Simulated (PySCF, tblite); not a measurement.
# C5H9BF2O2: geometry, infrared bands and NMR shifts

Wanted: the infrared bands and NMR shifts of C5H9BF2O2 (`CB(C)[C@@H]1O[C@@H]1OC(F)F`), by calculation.

Programs: tblite 0.8.0 and PySCF 2.14.0, with density-fitted response routines of our own. Each step states its level of theory. These are calculated values for one molecule in the gas phase, unless marked as measured. Atoms are numbered from 0 throughout.

### 1 Starting geometry

19 atoms, charge 0, multiplicity 1; geometry from: force field or distance geometry start.

Bonds of the start (Å): C0–B1 1.59, B1–C2 1.60, B1–C3 1.57, C3–O4 1.40, O4–C5 1.41, C5–O6 1.38, O6–C7 1.41, C7–F8 1.38, C7–F9 1.37, C5–C3 1.47, C0–H10 1.08, C0–H11 1.13, C0–H12 1.11, C2–H13 1.11, C2–H14 1.09, C2–H15 1.13, C3–H16 1.12, C5–H17 1.12, C7–H18 1.12.

### 2 Optimising the geometry with GFN2-xTB

What the job is given:

```
{"job": {"kind": "relax", "xc": "GFN2-xTB", "basis": "xTB"}, "charge": 0, "multiplicity": 1}
C     -1.862600     1.302300    -0.556000
B     -1.190400    -0.140100    -0.528200
C     -2.211300    -1.342000    -0.813200
C     -0.198000    -0.390700     0.663200
O      0.295700     0.717900     1.368800
C      1.231900    -0.062000     0.650400
O      1.862600     0.665300    -0.341200
C      3.233700     0.328900    -0.269900
F      4.002600     1.425100     0.062500
F      3.710300    -0.162500    -1.461000
H     -1.175200     2.075100    -0.882800
H     -2.189700     1.475700     0.510000
H     -2.798600     1.256700    -1.150500
H     -2.824200    -1.141800    -1.710600
H     -1.721700    -2.318200    -0.827400
H     -2.912300    -1.319900     0.078600
H     -0.485700    -1.205900     1.370400
H      1.870100    -0.740100     1.281600
H      3.353000    -0.414600     0.563000
```

Run with:

```sh
> OMP_NUM_THREADS=1 python probes_run.py task.json out
```

The driver reads the jobs from task.json and runs them one after another.

**Question.** This job is followed by: GFN2-xTB harmonic vibrations, gas phase; GIAO PBE0/pcSseg-1 NMR shielding, non-relativistic, gas phase. Predict these results of the whole session: strongest single infrared mode (GFN2-xTB); zero-point energy (GFN2-xTB); ¹³C shifts against TMS (PBE0/pcSseg-1, means over atoms taken as alike); ¹H shifts against TMS (PBE0/pcSseg-1, means over atoms taken as alike); ¹¹B shifts against BF3·OEt2 (PBE0/pcSseg-1); ¹⁷O shifts against H2O (PBE0/pcSseg-1); ¹⁹F shifts against CFCl3 (PBE0/pcSseg-1); surface potential, 1st and 99th percentile.

**Answer**, as computed:

| quantity | value |
| --- | --- |
| strongest single infrared mode (GFN2-xTB) | 1132 cm⁻¹, 352 km/mol |
| zero-point energy (GFN2-xTB) | 87.3 kcal/mol |
| ¹³C shifts against TMS (PBE0/pcSseg-1, means over atoms taken as alike) | 123.8, 79.6, 59.3, 14.1 ppm |
| ¹H shifts against TMS (PBE0/pcSseg-1, means over atoms taken as alike) | 6.71, 5.14, 2.75, 1.03 ppm |
| ¹¹B shifts against BF3·OEt2 (PBE0/pcSseg-1) | 87.3 ppm |
| ¹⁷O shifts against H2O (PBE0/pcSseg-1) | 141.3, 70.9 ppm |
| ¹⁹F shifts against CFCl3 (PBE0/pcSseg-1) | -97.0, -109.7 ppm |
| surface potential, 1st and 99th percentile | -0.91 V and 1.26 V |

Over 166 steps the energy fell by 1.296 eV; of the close pairs, O6–C7 changed most, 1.414 to 1.354 Å. All 51 modes are real, so the xTB geometry is a minimum. The strongest single mode, at 1132 cm⁻¹, is carried by O6, C7, C5, B1. Unscaled tight-binding wavenumbers are off by several per cent, some by more. Its intensities can rank the bands wrongly. The most deshielded hydrogen is H18 (hydrogen on an sp3 CH bonded to 2 F and O), at 6.71 ppm: its carbon carries F and O, an electronegative neighbour. At PBE0/pcSseg-1: The largest span, 256 ppm, is at O4, where the paramagnetic term is -135 ppm. At PBE0/pcSseg-1, counted by nearest atom on the grid, the HOMO lies on O4 50 %; C3 13 %, the LUMO on B1 54 %; H10, H15 about 6 % each.
